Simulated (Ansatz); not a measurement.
Runs of Ansatz 0.2.0 on MnPt2. It takes space group P-3m1 (No. 164, trigonal). Conventional cell: a = 2.858 Å, b = 2.858 Å, c = 6.533 Å, α = 90.00°, β = 90.00°, γ = 120.00°. Pt (site symmetry 3m) has 3 Mn at 2.64 Å and 9 Pt at 2.86 to 2.91 Å as nearest neighbours. Around Mn (site symmetry -3m) lie 6 Pt at 2.64 Å and 6 Mn at 2.86 Å. The cell comes from a database or a generator and needn't be the stable form of this composition.

```tsv
potentials or basis	cutoff (eV)	gap on the mesh (eV)	pressure (GPa)	moment (μB)	largest force (eV/Å)
JTH PAW	1290	none	-0.1	4.56	(a)
Ansatz PAW earlier set	720	none	-0.4	4.55	0.02
PseudoDojo standard (PBE files)	1306	none	-0.1	4.63	0.06
Ansatz NC	1306	none	-0.4	4.56	0.03
PseudoDojo stringent (PBE files)	1769	none	-0.7	4.56	0.03
Ansatz PAW earlier set	900	none	-0.4	4.55	0.02
Ansatz PAW	420	none	-0.5	4.55	0.02
SPMS NC	1007	none	-0.1	4.63	0.06
```

Alike in all rows: task single point; level PBE; spin collinear, ferromagnetic start; cell as given; k mesh 11 × 11 × 4; smearing fermi-dirac 0.05 eV.

**Question.** Estimate the missing entries.

**Answer.** (a) 0.04.

A k mesh can miss the band edges, and the runs leave out spin-orbit coupling on Pt.

A gap of «none» marks a metal or a gap under the smearing width.

The runs don't all hold the same shells in valence.
